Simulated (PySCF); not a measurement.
**Ta(NEt)Me3: geometry, NMR shifts and electronic excitations**

Aim: predict the NMR shifts and electronic excitations of Ta(NEt)Me3 (`CC[N]=[Ta]([CH3])([CH3])[CH3]`).

The runs use PySCF 2.14.0, with density-fitted response routines of our own; the level of theory stands in each step. All values are computed, except where a source is named. Atoms count from 0, in the outputs and in this text.

**1. The molecule as given**

21 atoms, charge 0, multiplicity 1; geometry from: GFN2-xTB. The atoms were then displaced at random by about 0.03 Å, so the start is not that level's minimum.

Bonds of the start (Å): Ta0–N1 1.78, Ta0–C9 2.20, Ta0–C13 2.39, Ta0–C17 2.24, N1–C2 1.38, C2–C3 1.61, C2–H4 1.11, C2–H5 1.06, C3–H6 1.10, C3–H7 1.11, C3–H8 0.96, C9–H10 1.10, C9–H11 1.09, C9–H12 1.06, C13–H14 1.12, C13–H15 1.14, C13–H16 1.03, C17–H18 1.07, C17–H19 1.07, C17–H20 1.14.

**2. Optimising the geometry at PBE0-D3(BJ)/def2-SVP**

What the job is given:

```
{"job": {"xc": "PBE0", "basis": "def2-SVP", "d3": "d3bj", "grid": 1, "maxiter": 40, "shake": 0.03, "kind": "geom"}, "charge": 0, "multiplicity": 1}
Ta    -0.087100     0.177610    -0.866990
N     -0.202500     0.290680     0.901090
C     -0.215450     0.238950     2.280840
C      0.680240    -1.008880     2.774680
H      0.344840     1.118180     2.672160
H     -1.194800     0.255140     2.693030
H      0.625430    -1.064780     3.871550
H      0.122240    -1.878600     2.378790
H      1.593720    -0.985990     2.465090
C      2.042570     0.218080    -1.435170
H      2.092790     0.317810    -2.527220
H      2.557120    -0.707550    -1.166660
H      2.538420     1.070890    -1.048300
C     -1.268410     2.147480    -1.540620
H     -1.302680     2.082460    -2.653500
H     -0.679880     3.088210    -1.260800
H     -2.224990     2.258070    -1.170420
C     -1.253160    -1.640630    -1.465370
H     -2.237900    -1.756680    -1.060620
H     -0.753570    -2.533590    -1.167700
H     -1.363660    -1.670890    -2.603440
```

Launch:

```console
> OMP_NUM_THREADS=1 python probes_run.py task.json out
```

One launch serves the whole session: the jobs run in the order shown.

**Question.** This job is followed by: GIAO PBE0/pcSseg-1 Ta:def2-TZVP NMR shielding, non-relativistic, gas phase; TDDFT PBE0/def2-SVPD, vertical, gas phase, core orbitals frozen in the response; GIAO wB97X-D/pcSseg-1 Ta:def2-TZVP NMR shielding, non-relativistic, gas phase. Predict these results of the whole session: rotational constants (main isotopes); ¹³C shifts against TMS (PBE0/def2-TZVP+pcSseg-1, means over atoms taken as alike); ¹H shifts against TMS (PBE0/def2-TZVP+pcSseg-1, means over atoms taken as alike); ¹⁵N shifts against NH3 (PBE0/def2-TZVP+pcSseg-1); surface potential, 1st and 99th percentile; lowest singlet (PBE0/def2-SVPD); brightest single state of those computed; lowest triplet; range of the shift of N1.

As calculated:

| quantity | value |
| --- | --- |
| rotational constants (main isotopes) | 2.18, 0.97, 0.95 GHz |
| ¹³C shifts against TMS (PBE0/def2-TZVP+pcSseg-1, means over atoms taken as alike) | 58.5, 29.6, 21.8 ppm |
| ¹H shifts against TMS (PBE0/def2-TZVP+pcSseg-1, means over atoms taken as alike) | 4.09, 1.43, 0.51 ppm |
| ¹⁵N shifts against NH3 (PBE0/def2-TZVP+pcSseg-1) | 405.3 ppm |
| surface potential, 1st and 99th percentile | -0.78 V and 1.77 V |
| lowest singlet (PBE0/def2-SVPD) | 4.41 eV (281 nm), f = 0.000 |
| brightest single state of those computed | state 8, 5.67 eV, f = 0.046 |
| lowest triplet | 3.93 eV |
| range of the shift of N1 | 392.6 to 405.3 ppm |

In words: The start was shaken at random, so part of the energy gained undoes that. The optimisation took 8 steps and gained 1.329 eV; among the close pairs (by a distance rule), Ta0–C13 changed most, from 2.394 to 2.165 Å. No frequency check was run at this level, so the end point may be a saddle. At PBE0/def2-TZVP+pcSseg-1: The largest span, 440 ppm, is at N1, where the paramagnetic term is -469 ppm. By nearest atom (PBE0/def2-TZVP+pcSseg-1), the HOMO sits on N1 51 %; Ta0 15 % and the LUMO on Ta0 56 %; N1 7 %. The first singlet state (HOMO→LUMO 0.65, HOMO−1→LUMO+1 0.34) lies at 4.41 eV and is dark; of the 10 states computed, the strongest absorption comes from states 8 to 9 together at 5.67 eV. The lowest triplet lies 0.48 eV below the lowest singlet (triplets in Tamm-Dancoff, singlets in full TDDFT). Spin-orbit coupling, left out, mixes singlets and triplets in elements this heavy. In ppm, N1 moves most: its shift spreads over 12.7 ppm, from 392.6 (wB97X-D/def2-TZVP+pcSseg-1) to 405.3 (PBE0/def2-TZVP+pcSseg-1). Spin-orbit coupling is left out, which matters for shieldings and couplings at and beside the heavy atoms.
